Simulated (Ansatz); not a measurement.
# Sn30H36 off sphere (Sn30H36): geometry, orbitals and charge

What does Sn30H36 off sphere (Sn30H36) look like as a singlet, and where do its frontier electrons sit?

The runs use Ansatz 0.2.0, Gaussian basis; RKS PBE0-D4/def2-SVP.

Plan: relaxation at PBE-D4/def2-SVP; a single point at PBE0-D4/def2-SVP.

2 further runs of the same task are left out: 1 for a known fault of the program, 1 set aside as unsound or not needed. Runs told in other sessions of the task aren't counted.

**1. Where the work starts**

66 atoms, charge 0, spin multiplicity 1.

Atoms are counted from 1 here; the program's logs count them from 0.

Bond lengths: Sn1–Sn15 2.826 Å, Sn1–Sn17 2.813 Å, Sn1–H31 1.717 Å, Sn1–H32 1.750 Å, Sn2–Sn16 2.838 Å, Sn2–Sn18 2.805 Å, Sn2–H33 1.719 Å, Sn2–H34 1.723 Å, Sn3–Sn15 2.797 Å, Sn3–Sn20 2.837 Å, Sn3–Sn21 2.801 Å, Sn3–H35 1.723 Å, Sn4–Sn19 2.792 Å, Sn4–Sn20 2.817 Å, Sn4–Sn22 2.791 Å, Sn4–H36 1.747 Å, Sn5–Sn16 2.801 Å, Sn5–Sn23 2.821 Å and more. Angles: Sn15–Sn1–Sn17 109.8°, Sn15–Sn1–H31 108.6°, Sn15–Sn1–H32 108.7°, Sn17–Sn1–H31 109.7°, Sn17–Sn1–H32 110.0°, H31–Sn1–H32 110.0°, Sn16–Sn2–Sn18 109.1°, Sn16–Sn2–H33 108.3°, Sn16–Sn2–H34 108.7°, Sn18–Sn2–H33 109.9°, Sn18–Sn2–H34 109.6°, H33–Sn2–H34 111.2°, Sn15–Sn3–Sn20 109.2°, Sn15–Sn3–Sn21 109.8°, Sn15–Sn3–H35 109.8°, Sn20–Sn3–Sn21 109.3°, Sn20–Sn3–H35 109.3°, Sn21–Sn3–H35 109.4° and more.

Sn takes a core potential in the def2 sets. No spin-orbit coupling is included.

The start is a built from a lattice or polyhedron geometry.

**2. Relaxation at PBE-D4/def2-SVP**

The input, in.yaml:

```yaml
crystal:
  periodic: [false, false, false]
  atoms:
    - {symbol: Sn, position_ang: [-5.009800, -1.462700, 2.020800]}
    - {symbol: Sn, position_ang: [-5.034500, 1.783600, -1.222500]}
    - {symbol: Sn, position_ang: [-1.778100, -4.711300, 2.021300]}
    - {symbol: Sn, position_ang: [1.479400, -4.719600, -1.221000]}
    - {symbol: Sn, position_ang: [-1.781000, 1.767600, -4.481400]}
    - {symbol: Sn, position_ang: [1.484000, -1.474400, -4.478600]}
    - {symbol: Sn, position_ang: [-1.781700, -1.478900, -1.229000]}
    - {symbol: Sn, position_ang: [-1.774100, 1.789400, 2.030900]}
    - {symbol: Sn, position_ang: [1.434300, -1.503300, 2.013200]}
    - {symbol: Sn, position_ang: [1.468700, 1.773200, -1.225900]}
    - {symbol: Sn, position_ang: [-1.738200, 4.998300, -1.234800]}
    - {symbol: Sn, position_ang: [1.505600, 5.024700, 2.025800]}
    - {symbol: Sn, position_ang: [4.712300, -1.499700, -1.226700]}
    - {symbol: Sn, position_ang: [4.721600, 1.751600, 2.005600]}
    - {symbol: Sn, position_ang: [-3.393600, -3.111700, 0.391900]}
    - {symbol: Sn, position_ang: [-3.391100, 0.148000, -2.859300]}
    - {symbol: Sn, position_ang: [-3.383600, 0.160900, 3.643100]}
    - {symbol: Sn, position_ang: [-3.404800, 3.403500, 0.385800]}
    - {symbol: Sn, position_ang: [-0.134300, -3.113600, -2.837900]}
    - {symbol: Sn, position_ang: [-0.147800, -6.361200, 0.388600]}
    - {symbol: Sn, position_ang: [-0.146700, -3.093400, 3.623600]}
    - {symbol: Sn, position_ang: [3.080900, -3.094500, 0.386300]}
    - {symbol: Sn, position_ang: [-0.144000, 0.158900, -6.121400]}
    - {symbol: Sn, position_ang: [-0.143700, 3.410900, -2.856100]}
    - {symbol: Sn, position_ang: [3.085300, 0.158800, -2.847900]}
    - {symbol: Sn, position_ang: [-0.134100, 0.142300, 0.371100]}
    - {symbol: Sn, position_ang: [-0.149200, 3.385800, 3.650000]}
    - {symbol: Sn, position_ang: [3.100400, 0.123000, 3.620400]}
    - {symbol: Sn, position_ang: [3.110800, 3.402700, 0.383700]}
    - {symbol: Sn, position_ang: [6.342500, 0.154200, 0.400400]}
    - {symbol: H, position_ang: [-5.994900, -2.464200, 3.007500]}
    - {symbol: H, position_ang: [-6.011900, -0.466100, 0.989000]}
    - {symbol: H, position_ang: [-6.010100, 2.763500, -2.243600]}
    - {symbol: H, position_ang: [-6.003100, 0.767200, -0.223200]}
    - {symbol: H, position_ang: [-2.764900, -5.703000, 3.027200]}
    - {symbol: H, position_ang: [2.473800, -5.726200, -2.244900]}
    - {symbol: H, position_ang: [-2.736700, 2.761400, -5.477500]}
    - {symbol: H, position_ang: [2.470200, -2.470900, -5.454400]}
    - {symbol: H, position_ang: [-2.762500, 6.008200, -2.232900]}
    - {symbol: H, position_ang: [-0.769900, 5.992500, -0.226100]}
    - {symbol: H, position_ang: [0.504800, 5.985200, 0.985800]}
    - {symbol: H, position_ang: [2.477300, 6.046300, 2.993900]}
    - {symbol: H, position_ang: [5.694300, -2.459200, -2.234800]}
    - {symbol: H, position_ang: [5.705500, 2.757800, 3.016900]}
    - {symbol: H, position_ang: [-4.391600, -4.086400, -0.602400]}
    - {symbol: H, position_ang: [-4.398200, -0.850300, -3.859000]}
    - {symbol: H, position_ang: [-4.385400, 1.123700, 4.615000]}
    - {symbol: H, position_ang: [-2.377600, -0.846300, 4.630600]}
    - {symbol: H, position_ang: [-4.377900, 4.379200, 1.382900]}
    - {symbol: H, position_ang: [-1.134200, -4.086300, -3.862100]}
    - {symbol: H, position_ang: [-1.128000, -7.344400, -0.615600]}
    - {symbol: H, position_ang: [0.832000, -7.341400, 1.410800]}
    - {symbol: H, position_ang: [0.827900, -4.088100, 4.599300]}
    - {symbol: H, position_ang: [-1.140600, -2.091000, 4.627800]}
    - {symbol: H, position_ang: [4.081100, -4.087100, 1.396900]}
    - {symbol: H, position_ang: [-1.130600, -0.816000, -7.086600]}
    - {symbol: H, position_ang: [0.836700, 1.138700, -7.090800]}
    - {symbol: H, position_ang: [0.847200, 4.385100, -3.842100]}
    - {symbol: H, position_ang: [4.065500, 1.153000, -3.853300]}
    - {symbol: H, position_ang: [0.827900, 2.409000, 4.651100]}
    - {symbol: H, position_ang: [-1.133100, 4.388000, 4.617400]}
    - {symbol: H, position_ang: [2.147500, 1.153700, 4.614300]}
    - {symbol: H, position_ang: [4.078800, -0.844200, 4.608100]}
    - {symbol: H, position_ang: [4.093100, 4.378700, -0.581300]}
    - {symbol: H, position_ang: [7.350000, -0.886200, 1.387000]}
    - {symbol: H, position_ang: [7.311300, 1.157200, -0.597200]}
basis:
  gaussian: {orbitals: def2-SVP, fitting: {mean_field: def2-universal-jkfit}}
hamiltonian: {xc: pbe, dispersion: d4}
scf: {lower_state_search: "off"}
output: {orbitals: {seedname: orbitals}}
relax: {f_tol: 0.03, max_steps: 70}
```

The run is started by

```bash
$ ansatz run in.yaml --threads 11 --pin off --events-out ev --progress --plain --max-ram 174080MiB --backend cuda --devices 0, --max-vram 75GiB
```

The runs that follow: Single point, PBE0-D4/def2-SVP.

**Question.** What will the summary of the whole plan be? Wanted: point group; commonest bond, hydrogen aside; HOMO, LUMO at PBE0-D4/def2-SVP; dipole at PBE-D4/def2-SVP.

As calculated:

| quantity | value |
| --- | --- |
| point group | Cs |
| commonest bond, hydrogen aside | Sn–Sn, 42 of mean length 2.825 Å |
| HOMO, LUMO at PBE0-D4/def2-SVP | -6.50, -2.41 eV |
| dipole at PBE-D4/def2-SVP | 0.19 D |

**Reading.** The molecule keeps its bonding pattern by the stored test; the atoms moved 0.19 Å (rms). No usable vibrations, so a minimum isn't proven. Whether this spin is the lowest isn't tested here. The point group is read from a loosely relaxed geometry; soft torsions can leave it below the true symmetry.
